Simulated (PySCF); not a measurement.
# Fluorine: the same states on changed settings, part 1 of 2

These states were run before on sound settings. What differs here: initial guess 1e, at most 50 SCF cycles. What does it move?

Program: PySCF 2.14.0. Level of theory: unrestricted determinants in a Gaussian basis, no spin-orbit coupling in the energies. These are calculated values, not measurements, unless marked.

**1. The system**

```
Element                                   : fluorine (Z = 9)
Basis                                     : x2c-TZVPall
Hamiltonian                               : scalar relativity by spin-free X2C-1e
State 1                                   : F: [He] 2s2 2p5, 2P determinant
State 2                                   : F⁺: [He] 2s2 2p4, high-spin 3P determinant
Methods                                   : UHF, r2SCAN, MN15, MP2, CCSD(T)
Core shells frozen in the correlated runs : valence: 1s2 (for F)
```

The outer shells:

F [He] 2s2 2p5
```
[He] core
2s [↑↓]
2p [↑↓][↑↓][↑ ]
```

F+ [He] 2s2 2p4
```
[He] core
2s [↑↓]
2p [↑↓][↑ ][↑ ]
```

The sound run (x2c-TZVPall, scalar relativity by spin-free X2C-1e, symmetry-adapted start, fine grid, valence correlation) gave:

| species | method | energy (hartree) |
| --- | --- | --- |
| F | UHF | -99.49886 |
| F | r2SCAN | -99.81573 |
| F | MN15 | -99.79781 |
| F | MP2 (valence) | -99.69685 |
| F | CCSD(T) (valence) | -99.71230 |
| F⁺ | UHF | -98.92406 |
| F⁺ | r2SCAN | -99.17247 |
| F⁺ | MN15 | -99.15232 |
| F⁺ | MP2 (valence) | -99.06494 |
| F⁺ | CCSD(T) (valence) | -99.08260 |

One driver process ran all states and methods and kept the integrals in memory. Each run is shown as a PySCF script that sums up its settings (the driver passes frozen orbitals as a list and adds second-order terms of double hybrids); the logs are those of the runs themselves.

It was started by

```
$ OMP_NUM_THREADS=1 python atomrun2.py TASK.json OUT
```

The integrals over 31 functions and the set-up took 0.01 s of CPU time.

**2. Changed run, F, method by method**

Level: UHF.

input.py

```python
from pyscf import gto, scf, dft, mp, cc
import basis_set_exchange as bse
mol = gto.M(atom="F 0 0 0", charge=0, spin=1, symmetry="D2h",
            basis=gto.basis.parse(bse.get_basis("x2c-TZVPall", elements=["F"], fmt="nwchem", header=False)),
            nucmod="G")
mf = scf.UHF(mol).sfx2c1e()
mf.irrep_nelec = {'Ag': (2, 2), 'B1u': (1, 1), 'B2u': (1, 1), 'B3u': (1, 0)}
mf.init_guess = "1e"
mf.max_cycle = 50
mf.kernel()
```

What it wrote:

```text
damping factor = 0
level_shift factor = 0
DIIS = <class 'pyscf.scf.diis.CDIIS'>
diis_start_cycle = 1
diis_space = 10
diis_damp = 0
SCF conv_tol = 1e-09
SCF conv_tol_grad = None
number electrons alpha = 5  beta = 4
irrep_nelec {'Ag': (2, 2), 'B1g': (0, 0), 'B2g': (0, 0), 'B3g': (0, 0), 'Au': (0, 0), 'B1u': (1, 1), 'B2u': (1, 1), 'B3u': (1, 0)}
alpha HOMO (B1u) = 0.366755783270786  LUMO (Ag) = 0.83071118398027
  HOMO = 0.378920151581  LUMO = 0.459840382548  gap/eV = 2.20195
cycle= 1 E= -95.4053819680549  delta_E= -4.32  |g|= 3.01  |ddm|= 3.86
alpha HOMO (B1u) = -2.03195814136745  LUMO (Ag) = 0.0624321482138228
  HOMO = -1.97047481547  LUMO = -1.67545470628  gap/eV = 8.02791
cycle= 2 E= -98.5382124083878  delta_E= -3.13  |g|=  2.1  |ddm|= 2.37
alpha HOMO (B1u) = -0.892422916725874  LUMO (Ag) = 0.483259603813103
  HOMO = -0.8397381625  LUMO = -0.191388142815  gap/eV = 17.64250
cycle= 3 E= -99.4692580706521  delta_E= -0.931  |g|= 0.36  |ddm|= 0.653
alpha HOMO (B1u) = -0.732286628119814  LUMO (Ag) = 0.623894423787519
  HOMO = -0.683511934593  LUMO = 0.0549846308697  gap/eV = 20.09552
cycle= 4 E= -99.4987994867405  delta_E= -0.0295  |g|= 0.0114  |ddm|= 0.125
alpha HOMO (B1u) = -0.729278777865602  LUMO (Ag) = 0.625518022328286
  HOMO = -0.679510186157  LUMO = 0.057936130874  gap/eV = 20.06694
cycle= 5 E= -99.4988518345214  delta_E= -5.23e-05  |g|= 0.00292  |ddm|= 0.00703
alpha HOMO (B1u) = -0.729338696220967  LUMO (Ag) = 0.625949254600386
  HOMO = -0.678674919331  LUMO = 0.0587778670451  gap/eV = 20.06711
cycle= 6 E= -99.4988583219449  delta_E= -6.49e-06  |g|= 0.000882  |ddm|= 0.00289
alpha HOMO (B1u) = -0.729579881088183  LUMO (Ag) = 0.625938295125685
  HOMO = -0.678255482268  LUMO = 0.0587890161346  gap/eV = 20.05600
cycle= 7 E= -99.4988590466229  delta_E= -7.25e-07  |g|= 0.000144  |ddm|= 0.00108
alpha HOMO (B1u) = -0.729672757811318  LUMO (Ag) = 0.625931984896589
  HOMO = -0.678215053833  LUMO = 0.0587658039681  gap/eV = 20.05427
cycle= 8 E= -99.4988590660393  delta_E= -1.94e-08  |g|= 3.07e-05  |ddm|= 0.000177
alpha HOMO (B1u) = -0.72968850986897  LUMO (Ag) = 0.625934356473365
  HOMO = -0.678203873368  LUMO = 0.0587672355983  gap/eV = 20.05401
cycle= 9 E= -99.4988590668919  delta_E= -8.53e-10  |g|= 1.74e-06  |ddm|= 3.92e-05
converged SCF energy = -99.4988590668919  <S^2> = 0.75366977  2S+1 = 2.0036664
```

It took 0.07 s on 1 thread of AMD EPYC 9R45, shared host, the integrals not counted.

The occupied shells:

| shell | electrons | mean orbital energy (eV) | spread (eV) | rms radius (bohr) |
| --- | --- | --- | --- | --- |
| 1s α | 1 | -719.20 | 0 | 0.204 |
| 1s β | 1 | -717.89 | 0 | 0.204 |
| 2s α | 1 | -45.548 | 0 | 1.10 |
| 2s β | 1 | -40.241 | 0 | 1.10 |
| 2p α | 3 | -20.883 | 3.083 | 1.24 |
| 2p β | 2 | -18.455 | 0 | 1.24 |

⟨S²⟩ = 0.754, ⟨L²⟩ = 2.01.

Level: r2SCAN.

input.py, as changed from the run before:

```diff
@@ -5,3 +5,3 @@
             nucmod="G")
-mf = scf.UHF(mol).sfx2c1e()
+mf = dft.UKS(mol, xc="R2SCAN").sfx2c1e()
 mf.irrep_nelec = {'Ag': (2, 2), 'B1u': (1, 1), 'B2u': (1, 1), 'B3u': (1, 0)}
```

What it wrote:

```text
damping factor = 0
level_shift factor = 0
DIIS = <class 'pyscf.scf.diis.CDIIS'>
diis_start_cycle = 1
diis_space = 10
diis_damp = 0
SCF conv_tol = 1e-09
SCF conv_tol_grad = None
number electrons alpha = 5  beta = 4
irrep_nelec {'Ag': (2, 2), 'B1g': (0, 0), 'B2g': (0, 0), 'B3g': (0, 0), 'Au': (0, 0), 'B1u': (1, 1), 'B2u': (1, 1), 'B3u': (1, 0)}
XC functionals = R2SCAN
    J. W. Furness, A. D. Kaplan, J. Ning, J. P. Perdew, and J. Sun.,  J. Phys. Chem. Lett. 11, 8208-8215 (2020)
    J. W. Furness, A. D. Kaplan, J. Ning, J. P. Perdew, and J. Sun.,  J. Phys. Chem. Lett. 11, 9248-9248 (2020)
    J. W. Furness, A. D. Kaplan, J. Ning, J. P. Perdew, and J. Sun.,  J. Phys. Chem. Lett. 11, 8208-8215 (2020)
    J. W. Furness, A. D. Kaplan, J. Ning, J. P. Perdew, and J. Sun.,  J. Phys. Chem. Lett. 11, 9248-9248 (2020)
alpha HOMO (B1u) = 0.423629484465359  LUMO (Ag) = 0.988077605884872

WARN: HOMO 0.429591955457088 >= LUMO 0.417941518156414

cycle= 1 E= -92.3451873720454  delta_E= -0.925  |g|= 3.55  |ddm|= 4.46
alpha HOMO (B2u) = -2.8832149510976  LUMO (Ag) = -0.292850511899303
  HOMO = -2.86140818021  LUMO = -2.83040926353  gap/eV = 0.84352
cycle= 2 E= -96.9674808981236  delta_E= -4.62  |g|= 3.42  |ddm|=  3.6
alpha HOMO (B1u) = -0.95521162569434  LUMO (Ag) = 0.266815060513892
  HOMO = -0.925729226076  LUMO = -0.861916274139  gap/eV = 1.73644
cycle= 3 E= -99.5535246172685  delta_E= -2.59  |g|= 0.923  |ddm|= 1.12
alpha HOMO (B1u) = -0.467103241142086  LUMO (Ag) = 0.468085702871676
  HOMO = -0.437042956917  LUMO = -0.345534867212  gap/eV = 2.49006
cycle= 4 E= -99.8106383745403  delta_E= -0.257  |g|= 0.122  |ddm|= 0.401
alpha HOMO (B1u) = -0.431551925888164  LUMO (Ag) = 0.46004082995335
  HOMO = -0.401453514473  LUMO = -0.304435505841  gap/eV = 2.63999
cycle= 5 E= -99.8154829768363  delta_E= -0.00484  |g|= 0.0282  |ddm|= 0.063
alpha HOMO (B1u) = -0.422625416950498  LUMO (Ag) = 0.460413992498147
  HOMO = -0.392278110968  LUMO = -0.294303050994  gap/eV = 2.66604
cycle= 6 E= -99.815726732757  delta_E= -0.000244  |g|= 0.000421  |ddm|= 0.0149
alpha HOMO (B1u) = -0.422433593653888  LUMO (Ag) = 0.460897698108333
  HOMO = -0.391996101365  LUMO = -0.294114712008  gap/eV = 2.66349
cycle= 7 E= -99.8157268146539  delta_E= -8.19e-08  |g|= 6.65e-05  |ddm|= 0.00056
alpha HOMO (B1u) = -0.422410808747359  LUMO (Ag) = 0.460901159004685
  HOMO = -0.391966969427  LUMO = -0.294089362539  gap/eV = 2.66339
cycle= 8 E= -99.8157268164242  delta_E= -1.77e-09  |g|= 7.57e-06  |ddm|= 4.67e-05
alpha HOMO (B1u) = -0.422415360522172  LUMO (Ag) = 0.46090084617073
  HOMO = -0.391969217539  LUMO = -0.294091793461  gap/eV = 2.66338
cycle= 9 E= -99.8157268164497  delta_E= -2.55e-11  |g|= 3.81e-07  |ddm|= 5.69e-06
converged SCF energy = -99.8157268164497  <S^2> = 0.75221292  2S+1 = 2.0022117
```

Time after the integrals: 0.24 s (1 thread of AMD EPYC 9R45, shared host).

Level: MN15.

input.py, as changed from the run before:

```diff
@@ -5,3 +5,3 @@
             nucmod="G")
-mf = dft.UKS(mol, xc="R2SCAN").sfx2c1e()
+mf = dft.UKS(mol, xc="MN15").sfx2c1e()
 mf.irrep_nelec = {'Ag': (2, 2), 'B1u': (1, 1), 'B2u': (1, 1), 'B3u': (1, 0)}
```

What it wrote:

```text
damping factor = 0
level_shift factor = 0
DIIS = <class 'pyscf.scf.diis.CDIIS'>
diis_start_cycle = 1
diis_space = 10
diis_damp = 0
SCF conv_tol = 1e-09
SCF conv_tol_grad = None
number electrons alpha = 5  beta = 4
irrep_nelec {'Ag': (2, 2), 'B1g': (0, 0), 'B2g': (0, 0), 'B3g': (0, 0), 'Au': (0, 0), 'B1u': (1, 1), 'B2u': (1, 1), 'B3u': (1, 0)}
XC functionals = MN15
    H. S. Yu, X. He, S. L. Li, and D. G. Truhlar.,  Chem. Sci. 7, 5032-5051 (2016)
    H. S. Yu, X. He, S. L. Li, and D. G. Truhlar.,  Chem. Sci. 7, 5032-5051 (2016)
alpha HOMO (B1u) = 0.397754958443151  LUMO (Ag) = 0.982555451802497
  HOMO = 0.397754958443  LUMO = 0.402178944827  gap/eV = 0.12038
cycle= 1 E= -93.1228702699024  delta_E= -1.77  |g|= 3.66  |ddm|= 4.22
alpha HOMO (B2u) = -2.68606686014367  LUMO (Ag) = -0.218795845398205
  HOMO = -2.68606686014  LUMO = -2.63257748665  gap/eV = 1.45552
cycle= 2 E= -97.1065666640165  delta_E= -3.98  |g|= 3.41  |ddm|= 3.19
alpha HOMO (B1u) = -0.91877618979671  LUMO (Ag) = 0.313862659485771
  HOMO = -0.910309479826  LUMO = -0.697448728146  gap/eV = 5.79224
cycle= 3 E= -99.6201556706148  delta_E= -2.51  |g|= 0.755  |ddm|= 1.14
alpha HOMO (B1u) = -0.544761160912559  LUMO (Ag) = 0.500282151304042
  HOMO = -0.515600930028  LUMO = -0.230770509113  gap/eV = 7.75063
cycle= 4 E= -99.7949039088774  delta_E= -0.175  |g|= 0.0889  |ddm|= 0.339
alpha HOMO (B1u) = -0.537760629747413  LUMO (Ag) = 0.497937270245409
  HOMO = -0.50457512461  LUMO = -0.215188557417  gap/eV = 7.87461
cycle= 5 E= -99.7976280644466  delta_E= -0.00272  |g|= 0.0224  |ddm|= 0.0527
alpha HOMO (B1u) = -0.53319122668135  LUMO (Ag) = 0.498662552292252
  HOMO = -0.497810722125  LUMO = -0.20786794469  gap/eV = 7.88974
cycle= 6 E= -99.7978077518416  delta_E= -0.00018  |g|= 0.00219  |ddm|= 0.0152
alpha HOMO (B1u) = -0.533714641531447  LUMO (Ag) = 0.498697658505691
  HOMO = -0.497965899093  LUMO = -0.208329293407  gap/eV = 7.88141
cycle= 7 E= -99.7978094992528  delta_E= -1.75e-06  |g|= 0.000133  |ddm|= 0.00143
alpha HOMO (B1u) = -0.533776141106977  LUMO (Ag) = 0.498695388956065
  HOMO = -0.497975513451  LUMO = -0.208361045769  gap/eV = 7.88081
cycle= 8 E= -99.797809513708  delta_E= -1.45e-08  |g|= 2.77e-05  |ddm|= 0.000158
alpha HOMO (B1u) = -0.533776321652931  LUMO (Ag) = 0.498696202420696
  HOMO = -0.497971006012  LUMO = -0.208353443495  gap/eV = 7.88090
cycle= 9 E= -99.7978095139991  delta_E= -2.91e-10  |g|= 4.38e-06  |ddm|= 2e-05
converged SCF energy = -99.7978095139991  <S^2> = 0.75081216  2S+1 = 2.000812
```

It took 0.25 s on 1 thread of AMD EPYC 9R45, shared host, the integrals not counted.

Level: MP2 (valence).

input.py, as changed from the run before:

```diff
@@ -5,3 +5,3 @@
             nucmod="G")
-mf = dft.UKS(mol, xc="MN15").sfx2c1e()
+mf = scf.UHF(mol).sfx2c1e()
 mf.irrep_nelec = {'Ag': (2, 2), 'B1u': (1, 1), 'B2u': (1, 1), 'B3u': (1, 0)}
@@ -10 +10,2 @@
 mf.kernel()
+mp.UMP2(mf, frozen=1).kernel()
```

This step left no log, only its results.

Time after the integrals: 0.01 s (1 thread of AMD EPYC 9R45, shared host).

With 7 electrons correlated, the MP2 correlation energy is -0.19799 hartree (-0.04794 same spin, -0.15005 opposite spin); the SCS form gives -0.19604. Largest pairs of shells: 2p-2p -0.1220, 2s-2p -0.0661, 2s-2s -0.0099.

Level: CCSD(T) (valence).

input.py, as changed from the run before:

```diff
@@ -10,2 +10,3 @@
 mf.kernel()
-mp.UMP2(mf, frozen=1).kernel()
+mycc = cc.CCSD(mf, frozen=1).run()
+mycc.ccsd_t()
```

What it wrote:

```text
CC2 = 0
CCSD nocc = (np.int64(4), np.int64(3)), nmo = (30, 30)
frozen orbitals [[0], [0]]
max_cycle = 100
direct = 0
conv_tol = 1e-08
conv_tol_normt = 1e-06
diis_space = 8
diis_start_cycle = 0
Init t2, MP2 energy = -0.197989788244081
Init E_corr(UCCSD) = -0.197989788245127
cycle = 1  E_corr(UCCSD) = -0.206786993925785  dE = -0.00879720568  norm(t1,t2) = 0.0262592
cycle = 2  E_corr(UCCSD) = -0.209167790630034  dE = -0.0023807967  norm(t1,t2) = 0.00751435
cycle = 3  E_corr(UCCSD) = -0.209949332045874  dE = -0.000781541416  norm(t1,t2) = 0.00353659
cycle = 4  E_corr(UCCSD) = -0.210025698408575  dE = -7.63663627e-05  norm(t1,t2) = 0.00112357
cycle = 5  E_corr(UCCSD) = -0.209996560305366  dE = 2.91381032e-05  norm(t1,t2) = 0.000497526
cycle = 6  E_corr(UCCSD) = -0.210004297618662  dE = -7.7373133e-06  norm(t1,t2) = 6.66411e-05
cycle = 7  E_corr(UCCSD) = -0.210004447592688  dE = -1.49974025e-07  norm(t1,t2) = 1.34077e-05
cycle = 8  E_corr(UCCSD) = -0.210004037636258  dE = 4.09956429e-07  norm(t1,t2) = 3.13784e-06
cycle = 9  E_corr(UCCSD) = -0.210004115244611  dE = -7.7608353e-08  norm(t1,t2) = 7.39628e-07
cycle = 10  E_corr(UCCSD) = -0.210004114115698  dE = 1.12891327e-09  norm(t1,t2) = 1.3507e-07
UCCSD converged
E(UCCSD) = -99.70886318100757  E_corr = -0.2100041141156979
UCCSD(T) correction = -0.0034404477193762
```

It took 0.25 s on 1 thread of AMD EPYC 9R45, shared host, the integrals not counted.

CCSD correlation -0.21000 hartree, triples -0.00344; total -99.712304. T1 = 0.006, largest double amplitude 0.036.

(Continued in part 2 of 2.)
